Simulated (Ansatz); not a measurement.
ZrHg₃, space group Pm-3m: an equation of state with a fit, run with Ansatz's Python interface.

`zrhg3_eos.py`
```python
"""Energy against volume for ZrHg3, with a fit."""

import ansatz as az
import numpy as np
from pymatgen.analysis.eos import EOS

VECTORS = np.array([
    [4.3652, 0.0, 0.0],
    [0.0, 4.3652, 0.0],
    [0.0, 0.0, 4.3652],
])
SITES = [
    ("Zr", [0.0, 0.0, 0.0]),
    ("Hg", [0.0, 0.5, 0.5]),
    ("Hg", [0.5, 0.0, 0.5]),
    ("Hg", [0.5, 0.5, 0.0]),
]


def build(cell):
    crystal = az.Crystal(lattice=az.Lattice.of(cell))
    for symbol, position in SITES:
        crystal = crystal.atom(symbol, position)
    return crystal


def main() -> None:
    # uniform scaling of the cell
    volumes, energies = [], []
    for scale in np.linspace(0.92, 1.08, 7):
        cell = VECTORS * scale ** (1 / 3)
        calculation = (
            build(cell).calculation()
            .scf(tolerance=1e-05)
            .functional("PBEsol", dispersion="D4")
            .pseudopotentials("nc")
            .eigensolver("auto")
            .occupations("fermi_dirac")
            .kpoints(5, 5, 5)
        )
        data = calculation.run(threads=1, pin="off").report
        volumes.append(abs(np.linalg.det(cell)) / len(SITES))
        energies.append(data["free_energy_ev"] / len(SITES))
        print(f"V = {volumes[-1]:8.4f} A^3/atom  F = {energies[-1]:.5f} eV/atom")

    for form in ["vinet", "murnaghan", "birch_murnaghan"]:
        fit = EOS(eos_name=form).fit(volumes, energies)
        print(f"{form:18s} V0 {fit.v0:8.4f} A^3/atom  B0 {fit.b0_GPa:7.1f} GPa  B1 {fit.b1:5.2f}")


if __name__ == "__main__":
    main()
```

From its runs, with one value withheld:

| V (Å³/atom) | F less the lowest row shown (meV/atom) |
| --- | --- |
| 19.131 | ? |
| 19.686 | 8.20 |
| 20.240 | 0.00 |
| 20.795 | 2.53 |
| 21.349 | 14.07 |
| 21.904 | 33.14 |
| 22.458 | 58.50 |

What is the missing energy at 19.131 Å³ an atom?

A third-order Birch-Murnaghan fit, E = E0 + (9 V0 B0 / 16) [(t - 1)³ B' + (t - 1)² (6 - 4t)] with t = (V0/V)^(2/3), through the 6 rows shown gives V0 = 20.373 Å³, B0 = 109.0 GPa, B' = 5.48 and E0 = -0.30 meV. At V = 19.131 Å³, t = 1.04283, and the fit extrapolates to 29.21 meV. The run gave 29.17 meV, a miss of 0.04 meV.

Caveats:
- These settings explore the input space; cutoff and mesh may be short of convergence.
- Dispersion corrections can be off by several per cent in the lattices of metals, and by several GPa in the pressure at a fixed cell.
- For a metal this k-point mesh is coarse: on a finer one energies can move by several to tens of meV an atom and pressures by half a GPa or more, differences at one mesh by less.
- Spin-orbit coupling, which matters for elements this heavy, is left out.
- The starting cell is as deposited in a crystallographic database; the results hold for this polymorph, which needn't be the stable one.
